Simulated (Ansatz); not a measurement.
# Alloy of InAs and AlAs (24 of 32 In sites exchanged), 64 atoms

Wanted: the relaxed alloy cell and its gap (PBEsol and HSE06).

Method: density functional theory in Ansatz 0.2.0, PAW datasets, plane waves.

**1. Starting point**

64 atoms (24 Al, 8 In, 32 As); a = 11.555 Å, b = 11.555 Å, c = 11.555 Å, α = 90.00°, β = 90.00°, γ = 90.00°. All atoms were shaken off their sites by about 0.02 Å along each axis.

Steps to follow: (2) PBEsol cell relaxation at the single k point (¼, ¼, ¼), on 1 × NVIDIA H100 80GB HBM3 with 4 threads of AMD EPYC 7R13; (3) HSE06 single point at the single k point (¼, ¼, ¼), on 1 × NVIDIA H100 80GB HBM3 with 4 threads of AMD EPYC 7R13.

**2. Relaxing cell and atoms with PBEsol**

Input file in.yaml:

```yaml
crystal:
  lattice:
    - [11.554817, 0.000000, 0.000000]
    - [0.000000, 11.554817, 0.000000]
    - [0.000000, 0.000000, 11.554817]
  atoms:
    - { symbol: Al, position: [0.999182, 0.002337, 0.001896] }
    - { symbol: Al, position: [0.999996, 0.998190, 0.500061] }
    - { symbol: Al, position: [0.000708, 0.500107, 0.998186] }
    - { symbol: Al, position: [0.497935, 0.999349, 0.999483] }
    - { symbol: Al, position: [0.496076, 0.995917, 0.500304] }
    - { symbol: Al, position: [0.498041, 0.502074, 0.000440] }
    - { symbol: Al, position: [0.247239, 0.247708, 0.999629] }
    - { symbol: Al, position: [0.248602, 0.248789, 0.498003] }
    - { symbol: Al, position: [0.250190, 0.751804, 0.002835] }
    - { symbol: Al, position: [0.750302, 0.245831, 0.999839] }
    - { symbol: Al, position: [0.751551, 0.250374, 0.496968] }
    - { symbol: Al, position: [0.749629, 0.751756, 0.998123] }
    - { symbol: Al, position: [0.252617, 0.999892, 0.251045] }
    - { symbol: Al, position: [0.250332, 0.001868, 0.748836] }
    - { symbol: Al, position: [0.252260, 0.498178, 0.248251] }
    - { symbol: Al, position: [0.752458, 0.998612, 0.249709] }
    - { symbol: Al, position: [0.745774, 0.000708, 0.750049] }
    - { symbol: Al, position: [0.751775, 0.500961, 0.750503] }
    - { symbol: Al, position: [0.003228, 0.250331, 0.252364] }
    - { symbol: Al, position: [0.000900, 0.248662, 0.749787] }
    - { symbol: Al, position: [0.002954, 0.749431, 0.750885] }
    - { symbol: Al, position: [0.501625, 0.248869, 0.252318] }
    - { symbol: Al, position: [0.499191, 0.247007, 0.752204] }
    - { symbol: Al, position: [0.499426, 0.750971, 0.249270] }
    - { symbol: In, position: [0.002751, 0.498600, 0.499643] }
    - { symbol: In, position: [0.499646, 0.497123, 0.500742] }
    - { symbol: In, position: [0.247475, 0.749907, 0.499031] }
    - { symbol: In, position: [0.754401, 0.752210, 0.500315] }
    - { symbol: In, position: [0.246579, 0.501006, 0.750829] }
    - { symbol: In, position: [0.746513, 0.499195, 0.253234] }
    - { symbol: In, position: [0.996985, 0.750132, 0.251872] }
    - { symbol: In, position: [0.501059, 0.754401, 0.748967] }
    - { symbol: As, position: [0.127099, 0.124078, 0.125348] }
    - { symbol: As, position: [0.122847, 0.127367, 0.627589] }
    - { symbol: As, position: [0.125422, 0.624348, 0.125506] }
    - { symbol: As, position: [0.123793, 0.626658, 0.628106] }
    - { symbol: As, position: [0.624386, 0.127004, 0.124718] }
    - { symbol: As, position: [0.622555, 0.123968, 0.625252] }
    - { symbol: As, position: [0.625805, 0.626253, 0.125389] }
    - { symbol: As, position: [0.626389, 0.624977, 0.623248] }
    - { symbol: As, position: [0.374083, 0.374914, 0.125919] }
    - { symbol: As, position: [0.375516, 0.375983, 0.624444] }
    - { symbol: As, position: [0.375681, 0.872079, 0.124706] }
    - { symbol: As, position: [0.374057, 0.877931, 0.628359] }
    - { symbol: As, position: [0.876605, 0.374563, 0.124310] }
    - { symbol: As, position: [0.877887, 0.377307, 0.627808] }
    - { symbol: As, position: [0.875703, 0.875112, 0.124068] }
    - { symbol: As, position: [0.875709, 0.873951, 0.622855] }
    - { symbol: As, position: [0.374326, 0.126055, 0.377119] }
    - { symbol: As, position: [0.373955, 0.123505, 0.874481] }
    - { symbol: As, position: [0.374614, 0.625996, 0.374277] }
    - { symbol: As, position: [0.378238, 0.624305, 0.875410] }
    - { symbol: As, position: [0.874182, 0.124983, 0.375125] }
    - { symbol: As, position: [0.871891, 0.125363, 0.877405] }
    - { symbol: As, position: [0.875131, 0.625722, 0.372231] }
    - { symbol: As, position: [0.875472, 0.623695, 0.873209] }
    - { symbol: As, position: [0.122999, 0.374866, 0.375485] }
    - { symbol: As, position: [0.127378, 0.375802, 0.873525] }
    - { symbol: As, position: [0.125357, 0.874882, 0.373255] }
    - { symbol: As, position: [0.124965, 0.874399, 0.878245] }
    - { symbol: As, position: [0.624146, 0.373477, 0.375101] }
    - { symbol: As, position: [0.624374, 0.374883, 0.871315] }
    - { symbol: As, position: [0.623563, 0.874365, 0.374651] }
    - { symbol: As, position: [0.623536, 0.874462, 0.876135] }
  symmetry: { detect: false }
kpoints:
  mp_grid: { grid: [1, 1, 1], shift: [0.25, 0.25, 0.25] }
hamiltonian:
  xc: pbesol
scf:
  occupations: { method: fermi_dirac, width: 0.01 }
relax:
  f_tol: 0.03
  max_steps: 80
  escape_saddle: false
  adjacent_minimum: "off"
  cell: { fix: [shape] }
output:
  forces: true
  eigenvalues: true
  populations: true
```

Command:

```sh
$ ansatz run in.yaml --threads 4 --pin off --max-ram 61750MiB --runs-dir r --events-out ev --progress --plain --backend cuda --devices 0, --max-vram 37GiB
```

The log of the run:

```text
Pseudopotentials: kind: paw
Functional definition: PBEsol
  exchange = pbesol_x
  correlation = pbesol_c
Crystal: 64 atoms, lattice volume = 1542.727 Å³
Basis set: ecut = 420 eV, 30095 PW (Γ), exchange–correlation on 160×160×160 points (8 copies of the dense FFT grid, shifted against one another)
Bands: 394, of which v1, the nominal top of the filled ones, is band 328 counted from 1 (327 counted from 0)
Symmetry: 1 space group operations
k-points: 1
Non-local potential: Al, projectors of the file, l = 0: 2, l = 1: 2, l = 2: 1
Non-local potential: In, projectors of the file, l = 0: 2, l = 1: 2, l = 2: 2, l = 3: 2
Non-local potential: As, projectors of the file, l = 0: 2, l = 1: 2, l = 2: 3, l = 3: 1
PAW form: soft (Blöchl's): semilocal exchange-correlation on the pseudo side does not see the compensation charge
PAW frozen core: Al, regenerated for the run's functional, and the local potential with it (the file was generated under x = pbe(κ = 0.804, μ = 0.2195149727645171), c = pbe(β = 0.06672455060314922))
PAW frozen core: In, regenerated for the run's functional, and the local potential with it (the file was generated under x = pbe(κ = 0.804, μ = 0.2195149727645171), c = pbe(β = 0.06672455060314922))
PAW frozen core: As, regenerated for the run's functional, and the local potential with it (the file was generated under x = pbe(κ = 0.804, μ = 0.2195149727645171), c = pbe(β = 0.06672455060314922))
PAW one-centre angular grid: Al, 110 points (default); XC on 64 Gauss nodes
PAW one-centre angular grid: In, 590 points (default); XC on 64 Gauss nodes
PAW one-centre angular grid: As, 590 points (default); XC on 64 Gauss nodes
Initial density: superposition of atomic densities (neutral atoms: chi_scale 0, normalization atom), corrected by the library's trained network
Initial wavefunctions: pseudopotential atomic-orbital guess
Functional: x = pbesol(κ = 0.804, μ = 0.12345679012345678), c = pbesol(β = 0.046)
SCF iter   1: F=—  HF=-210830.173699 eV  |F-HF|=—  |Δ(HF+E_count)|=         —  Δρ=3.68e-3  dr2=3.27e-1  ethr=1.77e-3  ⟨swp⟩=6.0  Hψ=1519  notcnv=0  defer=13
preconditioner: auto → Resta (q_TF=auto, 2.366 Å⁻¹)  ε∞=3.7  [insulator: Δε(μ)=1.842 eV  Ē_g=10.471 eV  σ=0.010 eV  W_gap=1.00  n_scr=340 (ndim 8)  ℏωp=17.3 eV  f_vac=0.022  D(μ)=0.00/eV (n_scr^D=0)  ε∞_Penn≈3.7]
SCF iter   2: F=—  HF=-210830.088662 eV  |F-HF|=—  |Δ(HF+E_count)|=   8.50e-2  Δρ=1.92e-3  dr2=8.90e-2  ethr=4.98e-5  ⟨swp⟩=3.0  Hψ=786  notcnv=0  defer=62
SCF iter   3: F=—  HF=-210830.074644 eV  |F-HF|=—  |Δ(HF+E_count)|=   1.40e-2  Δρ=5.11e-4  dr2=7.66e-3  ethr=1.36e-5  ⟨swp⟩=2.0  Hψ=464  notcnv=0  defer=62
SCF iter   4: F=—  HF=-210830.075992 eV  |F-HF|=—  |Δ(HF+E_count)|=   1.35e-3  Δρ=1.77e-4  dr2=7.07e-4  ethr=1.17e-6  ⟨swp⟩=2.0  Hψ=664  notcnv=0  defer=62
SCF iter   5: F=—  HF=-210830.073882 eV  |F-HF|=—  |Δ(HF+E_count)|=   2.11e-3  Δρ=4.80e-5  dr2=6.03e-5  ethr=1.08e-7  ⟨swp⟩=2.0  Hψ=660  notcnv=0  defer=62
SCF iter   6: F=—  HF=-210830.075824 eV  |F-HF|=—  |Δ(HF+E_count)|=   1.94e-3  Δρ=1.57e-5  dr2=5.82e-6  ethr=9.19e-9  ⟨swp⟩=2.0  Hψ=660  notcnv=0  defer=62
SCF iter   7: F=—  HF=-210830.075827 eV  |F-HF|=—  |Δ(HF+E_count)|=   2.98e-6  Δρ=5.24e-6  dr2=5.80e-7  ethr=8.87e-10  ⟨swp⟩=2.0  Hψ=653  notcnv=0  defer=62
SCF iter   8: F=-210830.075828 eV  HF=-210830.075828 eV  |F-HF|=3.11e-8  |Δ(HF+E_count)|=   2.08e-7  Δρ=1.37e-6  dr2=3.12e-8  ethr=1.52e-11  ⟨swp⟩=12.0  Hψ=2128  notcnv=0
SCF 1 converged in 8 iterations: F = -210830.075828 eV  dr2 = 3.12e-8
relax step   1: F+E_penalty+E_count = -210830.07582768 eV  Δ(F+E_penalty+E_count) = +0.000e0 eV  max|allowed force component| = 1.842e0 eV/Å  Δτ_max = 0.0000 Å  P = +0.560 GPa  Ω = 1542.727 Å³  fix = [alpha, beta, gamma, b/a, c/a]  reactions: b/a +0.003, c/a +0.006 GPa; alpha +0.639, beta +0.683, gamma +0.464 GPa/rad  (8 SCF iters, dr2 threshold 1.00e-7 eV, accepted)
[... 14 lines left out ...]
relax step   2: F+E_penalty+E_count = -210832.46487473 eV  Δ(F+E_penalty+E_count) = -2.389e0 eV  max|allowed force component| = 1.524e-1 eV/Å  Δτ_max = 0.1949 Å  P = -0.499 GPa  Ω = 1551.501 Å³  energy of the carried Pulay correction = -1.533e-3 eV  fix = [alpha, beta, gamma, b/a, c/a]  reactions: b/a +0.018, c/a -0.006 GPa; alpha +0.557, beta +0.576, gamma +0.555 GPa/rad  (7 SCF iters, dr2 thresh [...]
[... 6 lines left out ...]
relax step   3: F+E_penalty+E_count = -210832.53178882 eV  Δ(F+E_penalty+E_count) = -6.691e-2 eV  max|allowed force component| = 3.901e-2 eV/Å  Δτ_max = 0.0496 Å  P = +0.033 GPa  Ω = 1538.912 Å³  energy of the carried Pulay correction = +6.692e-4 eV  fix = [alpha, beta, gamma, b/a, c/a]  reactions: b/a +0.009, c/a -0.005 GPa; alpha +0.577, beta +0.571, gamma +0.569 GPa/rad  (6 SCF iters, dr2 thres [...]
[... 10 lines left out ...]
relax step   4: F+E_penalty+E_count = -210832.53272727 eV  Δ(F+E_penalty+E_count) = -9.384e-4 eV  max|allowed force component| = 2.422e-2 eV/Å  Δτ_max = 0.0134 Å  P = -0.001 GPa  Ω = 1539.601 Å³  energy of the carried Pulay correction = +5.482e-4 eV  fix = [alpha, beta, gamma, b/a, c/a]  reactions: b/a +0.009, c/a -0.006 GPa; alpha +0.568, beta +0.565, gamma +0.568 GPa/rad  (6 SCF iters, dr2 thres [...]
[... 8 lines left out ...]
relax step   5: F+E_penalty+E_count = -210832.53208371 eV  Δ(F+E_penalty+E_count) = +6.436e-4 eV  max|allowed force component| = 2.422e-2 eV/Å  Δτ_max = 0.0000 Å  P = -0.002 GPa  Ω = 1539.601 Å³  fix = [alpha, beta, gamma, b/a, c/a]  reactions: b/a +0.009, c/a -0.006 GPa; alpha +0.568, beta +0.564, gamma +0.568 GPa/rad  stress off target by 1.83e-3 GPa on what of the cell is left free  SCF on the [...]
SCF converged after 4 iterations
Free energy (F): -210832.532084 eV
Harris-Foulkes:  -210832.532084 eV  (|F-HF|=5.82e-11)
Internal energy: -210832.532084 eV  (E = F + TS)
E sigma→0 (E₀):  -210832.532084 eV
Fermi energy:    7.434670 eV
--- Per-component energies (eV) ---
  E_band       = -9038.595926
  E_kinetic    = 5811.095354
  E_local      = -79802.157176  (includes V_loc(G=0)·N_el)
  E_nonlocal   = -18182.588021
  E_hartree    = 41154.294812
  E_xc         = -5164.975918
  E_vxc        = -4028.718760  (∫ρ·V_xc dr)
  E_paw        = -100979.971804  (= ΣΔE_a)
  E_vpaw       = 4855.183254  (= ΣTr[D̂ρ^β])
  E_aug_tail   = 0.000409  (compensation charges beyond the density's cutoff)
  E_ewald      = -53701.502015
  E_core_change = 33.272274  (= ΣΔE_core)
  E_smearing   = -0.000000  (= −TS)
  E_closure    = 0.000000  (closes the sum)
  Σ components = -210832.532084   (vs F -210832.532084, Δ=0.00e0)
--- Forces (eV/Å), atoms counted from 1 ---
  atom   1  Al    -0.00184983     0.00315342     0.00158493
  atom   2  Al     0.00677263    -0.00445939    -0.00009141
  atom   3  Al     0.00265843    -0.00102903    -0.00055982
  atom   4  Al     0.00290201    -0.00047996    -0.00381949
  atom   5  Al     0.00097806     0.00770252     0.00060741
  atom   6  Al    -0.00077464    -0.00095656     0.00063612
  atom   7  Al    -0.00091589     0.00379833    -0.00484223
  atom   8  Al     0.00115603    -0.00809365    -0.00320551
  atom   9  Al     0.00201085    -0.00033879     0.00208372
  atom  10  Al     0.00002984    -0.00253009     0.00095681
  atom  11  Al    -0.00515893     0.00744052    -0.00192175
  atom  12  Al    -0.00478358     0.00185390     0.00334628
  atom  13  Al     0.00048788    -0.00242409     0.00501921
  atom  14  Al     0.00001083     0.00349368     0.00083424
  atom  15  Al    -0.00103076    -0.00392189    -0.00450439
  atom  16  Al     0.00363146     0.00262256    -0.00300486
  atom  17  Al    -0.00110378    -0.00074092     0.00307478
  atom  18  Al     0.00838488    -0.00285650    -0.00361381
  atom  19  Al    -0.00781741    -0.00510171    -0.00748058
  atom  20  Al     0.00277866     0.00321161     0.00197522
  atom  21  Al    -0.00536660     0.00574844     0.00375618
  atom  22  Al    -0.00036726     0.00297069     0.00196842
  atom  23  Al     0.00318969    -0.00588070    -0.00075915
  atom  24  Al     0.00451284     0.00442650    -0.00686021
  atom  25  In    -0.00933947    -0.00200955     0.00343119
  atom  26  In     0.00900629    -0.00540036    -0.00443526
  atom  27  In    -0.00315211     0.00536253    -0.00306876
  atom  28  In     0.00214047    -0.00308950     0.00004625
  atom  29  In    -0.00393930    -0.00209577     0.00373896
  atom  30  In    -0.00431859    -0.00007251     0.00393333
  atom  31  In    -0.00074818    -0.00216521     0.00287215
  atom  32  In     0.00103759     0.00158604     0.00431754
  atom  33  As    -0.00068348     0.00051589     0.00206461
  atom  34  As    -0.00298487     0.00063934     0.00272721
  atom  35  As     0.00022450     0.00470989     0.00040068
  atom  36  As     0.02134397    -0.01444730    -0.01471685
  atom  37  As     0.00109194    -0.00002040    -0.00414811
  atom  38  As    -0.00266320     0.00119550     0.00121691
  atom  39  As     0.00505968     0.00494210     0.00198844
  atom  40  As    -0.02282912     0.00608483    -0.00043295
  atom  41  As     0.00626652    -0.00328981     0.00059837
  atom  42  As    -0.00805617     0.01454753    -0.00129535
  atom  43  As     0.00115477    -0.00062089     0.00335961
  atom  44  As     0.00160564    -0.01312623    -0.00453613
  atom  45  As     0.00812935    -0.00301188    -0.00334161
  atom  46  As     0.00100142    -0.00406591     0.01013677
  atom  47  As    -0.00496082     0.00097888    -0.00240855
  atom  48  As    -0.00108435     0.00245513     0.00173671
  atom  49  As     0.00312356     0.00232079     0.00242615
  atom  50  As    -0.00100313    -0.00055896     0.00216626
  atom  51  As    -0.00647296    -0.00332981     0.02422400
  atom  52  As     0.00167896     0.00062632    -0.01526552
  atom  53  As     0.00061503    -0.00040621    -0.00615533
  atom  54  As     0.00001883    -0.00563624     0.00365702
  atom  55  As    -0.00189639     0.00668904    -0.01446432
  atom  56  As     0.00008293     0.00061532    -0.00138119
  atom  57  As     0.00798238     0.01451460     0.00650734
  atom  58  As    -0.01082069    -0.00647416     0.01100981
  atom  59  As    -0.01028803     0.01183034    -0.00961997
  atom  60  As    -0.00187829    -0.00554388    -0.00253316
  atom  61  As     0.00952707    -0.01209710     0.00275827
  atom  62  As    -0.00346639     0.00356259     0.00208690
  atom  63  As     0.00132303    -0.00753726     0.00442077
  atom  64  As     0.00783269     0.00421406     0.00079667
  max |Σ_I F_I| component: 3.52e-6 eV/Å
--- Stress (GPa, compression-positive) ---
       -0.004346      -0.568373      -0.564495
       -0.568372       0.007185      -0.568018
       -0.564495      -0.568019      -0.008329
  P = ⅓ Tr σ = -0.0018 GPa (-0.018 kbar)
--- Band table (eV) ---
  k-point 0: bands = [... 316 lower levels ..., "5.6854", "5.7153", "5.7308", "5.8001", "5.8159", "5.8569", "5.8902", "6.0837", "6.1684", "6.2421", "6.4765", "6.5328", "8.3368", "8.3748", "8.3777", "8.4345", "8.7525", "8.8881", "8.9268", "8.9786", "9.1000", "9.1211", "9.1545", "9.2470", ... 54 higher levels ...]
--- Relaxed structure (4 steps of the walk, 4 accepted, 1 SCFs on fresh bases) ---
  F+E_penalty+E_count = -210832.53208371 eV   max|allowed force component| = 2.422e-2 eV/Å   (the final SCF, on the basis selected at the relaxed cell)
  cell:  # Å, volume = 1539.6012 Å³
    - [11.547006668359728, -5.198597641156763e-143, -1.322402126312347e-111]
    - [-5.198597641156763e-143, 11.547006668359728, -1.322402126312347e-111]
    - [-1.322402126312347e-111, -1.322402126312347e-111, 11.547006668359728]
  atoms:
    - { symbol: Al, position: [0.9993806887217782, 0.0013761331514522302, -0.0015457434606519565] }
    - { symbol: Al, position: [0.9996834417797603, 1.0066129408936304, 0.5020650496583471] }
[... 62 atoms left out; the next input holds them all, rounded ...]
--- Löwdin populations: 64 sites ---
  site symbol       q [e]
     0     Al      2.6071
     1     Al      2.6069
     2     Al      2.6067
     3     Al      2.6064
     4     Al      2.6060
     5     Al      2.6047
     6     Al      2.6081
     7     Al      2.6066
     8     Al      2.6058
     9     Al      2.6082
    10     Al      2.6077
    11     Al      2.6030
    12     Al      2.6114
    13     Al      2.6034
    14     Al      2.6067
    15     Al      2.6046
    16     Al      2.6099
    17     Al      2.6071
    18     Al      2.6057
    19     Al      2.6106
    20     Al      2.6061
    21     Al      2.6115
    22     Al      2.6042
    23     Al      2.6051
    24     In     12.7258
    25     In     12.7247
    26     In     12.7238
    27     In     12.7261
    28     In     12.7303
    29     In     12.7314
    30     In     12.7316
    31     In     12.7296
    32     As     15.3403
    33     As     15.3414
    34     As     15.3171
    35     As     15.2636
    36     As     15.3400
    37     As     15.3422
    38     As     15.3169
    39     As     15.2646
    40     As     15.3414
    41     As     15.2920
    42     As     15.3416
    43     As     15.2890
    44     As     15.3159
    45     As     15.3180
    46     As     15.3172
    47     As     15.3145
    48     As     15.3460
    49     As     15.3350
    50     As     15.2874
    51     As     15.2925
    52     As     15.3372
    53     As     15.3446
    54     As     15.2406
    55     As     15.3385
    56     As     15.3119
    57     As     15.3219
    58     As     15.2950
    59     As     15.3359
    60     As     15.2966
    61     As     15.3371
    62     As     15.3132
    63     As     15.3186
  spilling = 0.002295 (of n_electrons = 656.000000)
```

Wall time 15 s (1 × NVIDIA H100 80GB HBM3 with 4 threads of AMD EPYC 7R13, shared host); peak host memory 1.5 GiB.

Step by step (solves on a freshly chosen basis count as rows, and their energies jump a little):

```tsv
accepted step	energy change (eV)	largest force component (eV/Å)	SCF cycles	pressure (GPa)
1	0.000	1.842	8	0.56
2	-2.389	0.152	7	-0.50
3	-2.456	0.039	6	0.03
4	-2.457	0.024	6	0.00
5	-2.456	0.024	4	0.00
```

Largest shifts, less the median shift:

```tsv
atom	shift (Å)	dx	dy	dz
As48	0.223	0.089	0.147	0.142
As64	0.219	0.124	0.152	0.097
As59	0.208	-0.002	0.207	0.022
As58	0.194	-0.116	-0.125	0.091
As46	0.192	-0.122	-0.138	0.054
As42	0.187	-0.035	-0.183	0.018
As61	0.176	0.013	-0.173	-0.029
As52	0.172	-0.019	0.027	0.169
```

|  | before | after | change |
| --- | --- | --- | --- |
| a (Å) | 11.555 | 11.547 | -0.07 % |
| b (Å) | 11.555 | 11.547 | -0.07 % |
| c (Å) | 11.555 | 11.547 | -0.07 % |
| volume (Å³/atom) | 24.105 | 24.056 | -0.20 % |

Bonds in the relaxed cell, counted within a distance cut:

```tsv
pair	count	mean (Å)	spread (Å)	least	most
Al–As	96	2.469	0.014	2.437	2.499
As–In	32	2.600	0.012	2.573	2.623
```

Top filled level 6.533 eV, lowest empty level 8.337 eV: 1.80 eV apart at the single k point (¼, ¼, ¼).

[end of part 1 of 2]
